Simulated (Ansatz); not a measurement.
# Cl3H5Si2: the cost of one run

All numbers below are computed with Ansatz 0.2.0 (UKS PBE0-D4/STO-3G).

## Step 1: Starting point

Bond lengths: Si1–Cl2 2.496 Å, Si1–Cl3 2.022 Å, Si1–Cl4 2.027 Å, Si1–H5 1.478 Å, Si1–H6 1.676 Å, Si1–Si7 2.603 Å, Si7–H8 1.457 Å, Si7–H9 1.458 Å, Si7–H10 1.458 Å. Angles (14 of 21 angles, heavy atoms first): Cl2–Si1–Cl3 88.1°, Cl2–Si1–Cl4 86.1°, Cl2–Si1–Si7 90.6°, Cl3–Si1–Cl4 121.8°, Cl3–Si1–Si7 112.4°, Cl4–Si1–Si7 125.6°, Cl2–Si1–H5 171.3°, Cl2–Si1–H6 44.7°, Cl3–Si1–H5 98.0°, Cl3–Si1–H6 105.1°, Cl4–Si1–H5 95.8°, Cl4–Si1–H6 110.2°, H5–Si1–Si7 81.5°, H6–Si1–Si7 45.8°.

As a file:

```xyz
10

Si   -0.6150   -0.9483    0.1041
Cl    1.6585   -1.9090    0.4747
Cl   -0.6901   -1.9711   -1.6387
Cl   -1.1145   -1.8107    1.8696
H    -1.8718   -0.1855   -0.0500
H     0.9410   -0.3294    0.1809
Si    0.4083    1.4273   -0.1838
H     0.2833    2.0635    1.1205
H     1.6698    1.7944   -0.8167
H    -0.6694    1.8688   -1.0606
```

## Step 2: Run 1

150 steps of 0.5 fs at constant energy, with velocities drawn for 1000 K.

File input.yaml:

```yaml
crystal:
  periodic: [false, false, false]
  atoms:
    - { symbol: Si, position_ang: [-0.615, -0.9483, 0.1041] }
    - { symbol: Cl, position_ang: [1.6585, -1.909, 0.4747] }
    - { symbol: Cl, position_ang: [-0.6901, -1.9711, -1.6387] }
    - { symbol: Cl, position_ang: [-1.1145, -1.8107, 1.8696] }
    - { symbol: H, position_ang: [-1.8718, -0.1855, -0.05] }
    - { symbol: H, position_ang: [0.941, -0.3294, 0.1809] }
    - { symbol: Si, position_ang: [0.4083, 1.4273, -0.1838] }
    - { symbol: H, position_ang: [0.2833, 2.0635, 1.1205] }
    - { symbol: H, position_ang: [1.6698, 1.7944, -0.8167] }
    - { symbol: H, position_ang: [-0.6694, 1.8688, -1.0606] }
magnetization:
  spin_polarized: true
basis:
  gaussian: { orbitals: STO-3G }
hamiltonian:
  xc: pbe0
  dispersion: d4
md:
  timestep: 0.5
  n_steps: 150
  ensemble: nve
  temperature: 1000.0
  initial_velocities: maxwell_boltzmann
  seed: 92975
```

The run is started by

```
> ansatz run input.yaml --threads 1 --pin off --max-ram 2048MiB --backend cpu --events-out ev --progress --plain --runs-dir out
```

Q: Estimate wall time and peak memory on 1 thread of AMD EPYC 9R45 (Zen 5), shared host.

About 4.1 min, with a peak of 0.22 GiB.
